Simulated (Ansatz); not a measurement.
**V3O5: one candidate structure**

Aim: relax V3O5 from this start, structure reported for this formula (C2/c, No. 15), and see where it ends.

Computed with Ansatz 0.2.0 (DFT r2SCAN, scalar-relativistic, plane waves, PAW, unless a step's input says otherwise).

### 1 The structure to begin with

Symmetry: C2/c, No. 15, monoclinic system. Conventional cell: a = 9.980 Å, b = 5.030 Å, c = 6.975 Å, α = 90.00°, β = 111.68°, γ = 90.00°. V (site symmetry -1) is surrounded by 6 O at 1.90 to 2.03 Å. V (site symmetry 1) has 6 O at 1.87 to 2.23 Å as nearest neighbours. O (site symmetry 1) has 4 V at 1.95 to 2.06 Å as nearest neighbours. O (site symmetry 2) has 4 V at 1.90 to 2.23 Å as nearest neighbours. Around O (site symmetry 1) lie 3 V at 1.87 to 1.99 Å.

Coordinates:

```cif
data_structure
_symmetry_space_group_name_H-M 'P 1'
_symmetry_Int_Tables_number 1
_cell_length_a 5.5880
_cell_length_b 5.5880
_cell_length_c 6.9747
_cell_angle_alpha 109.259
_cell_angle_beta 109.259
_cell_angle_gamma 53.497
_cell_volume 162.68
loop_
_atom_site_label
_atom_site_type_symbol
_atom_site_fract_x
_atom_site_fract_y
_atom_site_fract_z
_atom_site_occupancy
V1 V 0.00000 0.00000 0.50000 1
V2 V 0.00000 0.00000 0.00000 1
V3 V 0.37400 0.37400 0.28600 1
V4 V 0.37400 0.37400 0.78600 1
V5 V 0.62600 0.62600 0.21400 1
V6 V 0.62600 0.62600 0.71400 1
O1 O 0.57200 0.27200 0.56100 1
O2 O 0.27200 0.57200 0.06100 1
O3 O 0.15000 0.85000 0.75000 1
O4 O 0.85000 0.15000 0.25000 1
O5 O 0.04200 0.34200 0.64800 1
O6 O 0.34200 0.04200 0.14800 1
O7 O 0.42800 0.72800 0.43900 1
O8 O 0.72800 0.42800 0.93900 1
O9 O 0.95800 0.65800 0.35200 1
O10 O 0.65800 0.95800 0.85200 1
```

(A quick probe on a coarse mesh, which set the mesh and smearing, is not shown.)

### 3 A loose first relaxation

The input, input.yaml:

```yaml
crystal:
  lattice:
    - [4.99, -2.515, 0.0]
    - [4.99, 2.515, 0.0]
    - [-2.57624, 0.0, 6.4815]
  atoms:
    - { symbol: V, position: [0.0, 0.0, 0.5], spin: 1.37 }
    - { symbol: V, position: [0.0, 0.0, 0.0], spin: 1.37 }
    - { symbol: V, position: [0.374, 0.374, 0.286], spin: 1.45 }
    - { symbol: V, position: [0.374, 0.374, 0.786], spin: 1.45 }
    - { symbol: V, position: [0.626, 0.626, 0.214], spin: 1.45 }
    - { symbol: V, position: [0.626, 0.626, 0.714], spin: 1.45 }
    - { symbol: O, position: [0.572, 0.272, 0.561] }
    - { symbol: O, position: [0.272, 0.572, 0.061] }
    - { symbol: O, position: [0.15, 0.85, 0.75] }
    - { symbol: O, position: [0.85, 0.15, 0.25] }
    - { symbol: O, position: [0.042, 0.342, 0.648] }
    - { symbol: O, position: [0.342, 0.042, 0.148] }
    - { symbol: O, position: [0.428, 0.728, 0.439] }
    - { symbol: O, position: [0.728, 0.428, 0.939] }
    - { symbol: O, position: [0.958, 0.658, 0.352] }
    - { symbol: O, position: [0.658, 0.958, 0.852] }
basis:
  ecutwfc: 500
kpoints:
  mp_grid: { grid: [4, 4, 4] }
hamiltonian:
  xc: r2scan
scf:
  occupations: { method: gaussian, width: 0.1 }
  lower_state_search: "off"
output:
  forces: true
  stress: true
  eigenvalues: true
  populations: true
magnetization:
  spin_polarized: true
relax:
  adjacent_minimum: "off"
  f_tol: 0.04
  max_steps: 70
  cell: { stress_tol: 0.4 }
```

On the command line:

```bash
ansatz run input.yaml --threads 1 --pin off --max-ram 3072MiB --backend cpu --events-out ev --progress --plain --runs-dir out
```

Further runs follow: full relaxation.

Before running it: what results should come out?

**Answer**, as computed:

Formation energies count from the elements, computed with the same settings in runs not shown here.

```
                          quantity                                                                        value
               cell (conventional)  a = 10.031 Å, b = 4.972 Å, c = 7.002 Å, α = 90.00°, β = 112.21°, γ = 90.00°
                       space group                                                                C2/c (No. 15)
                            volume                                                                10.10 Å³/atom
                   gap on the mesh                                                                 none (metal)
formation energy from the elements                                                               -2.672 eV/atom
                    largest moment                                                                      1.43 μB
```

The space group stayed C2/c, and from the first guess the volume went from 10.17 to 10.10 Å³/atom. With -2.67 eV/atom it lies under the elements, which doesn't yet make it stable against other compounds of them. Other magnetic orders or occupations could lie lower; they were not searched in full.
